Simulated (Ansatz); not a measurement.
**C₅H₄N₂: how energies converge with the basis set**

Aim: see how fast density functionals converge with the basis set for C₅H₄N₂.

Method: one geometry, several basis sets; program: Ansatz 0.2.0, Gaussian basis.

Levels to be run: PBE0-D4/def2-SVP; ωB97M-V/def2-SVP; PBE0-D4/def2-QZVPP; ωB97M-V/def2-QZVPP; the functionals' def2-TZVPP values are taken from earlier runs.

## 1. Structure used throughout

An earlier PBE0-D4 in a triple-zeta def2 set relaxation fixed the geometry.

SMILES `N#Cc1ccc[nH]1`, 11 atoms, charge 0, spin multiplicity 1.

Atoms are counted from 1 here; the program's logs count them from 0.

Bond lengths: N1–C2 1.154 Å, C2–C3 1.408 Å, C3–C4 1.380 Å, C3–N7 1.371 Å, C4–C5 1.407 Å, C4–H8 1.078 Å, C5–C6 1.376 Å, C5–H9 1.078 Å, C6–N7 1.354 Å, C6–H10 1.078 Å, N7–H11 1.005 Å. Angles: N1–C2–C3 179.5°, C2–C3–C4 130.5°, C2–C3–N7 121.8°, C4–C3–N7 107.7°, C3–C4–C5 107.1°, C3–C4–H8 125.2°, C5–C4–H8 127.7°, C4–C5–C6 107.4°, C4–C5–H9 126.8°, C6–C5–H9 125.8°, C5–C6–N7 108.2°, C5–C6–H10 130.6°, N7–C6–H10 121.1°, C3–N7–C6 109.5°, C3–N7–H11 124.5°, C6–N7–H11 126.0°.

## 2. PBE0-D4 in def2-SVP

in.yaml reads:

```yaml
crystal:
  periodic: [false, false, false]
  atoms:
    - {symbol: N, position_ang: [1.335108, -3.046194, 0.509580]}
    - {symbol: C, position_ang: [0.846780, -2.011566, 0.361196]}
    - {symbol: C, position_ang: [0.259977, -0.745396, 0.172262]}
    - {symbol: C, position_ang: [-0.894792, -0.204538, 0.700663]}
    - {symbol: C, position_ang: [-1.017258, 1.097249, 0.182372]}
    - {symbol: C, position_ang: [0.061172, 1.314876, -0.644386]}
    - {symbol: N, position_ang: [0.826335, 0.198256, -0.644575]}
    - {symbol: H, position_ang: [-1.560989, -0.708569, 1.382020]}
    - {symbol: H, position_ang: [-1.806054, 1.802669, 0.388177]}
    - {symbol: H, position_ang: [0.335662, 2.178783, -1.227874]}
    - {symbol: H, position_ang: [1.679359, 0.067529, -1.158834]}
basis:
  gaussian: {orbitals: def2-SVP}
hamiltonian: {xc: pbe0, dispersion: d4}
output: {orbitals: {seedname: orbitals}}
```

Started as:

```sh
$ ansatz run in.yaml --threads 4 --pin off --events-out ev --progress --plain --max-ram 10444MiB
```

The runs that follow: ωB97M-V in def2-SVP; PBE0-D4 in def2-QZVPP; ωB97M-V in def2-QZVPP.

**Question.** What will the summary of the whole plan be? Wanted: PBE0-D4: double and triple zeta above quadruple; ωB97M-V: double and triple zeta above quadruple.

As calculated:

```
                                       quantity          value
PBE0-D4: double and triple zeta above quadruple  9.39, 0.42 eV
ωB97M-V: double and triple zeta above quadruple  9.68, 0.39 eV
```

In words: PBE0-D4 gains 8.96 eV from double to triple zeta, then 0.42 eV more. These are total energies; as a rule much of such shifts cancels in differences, which this series doesn't test.
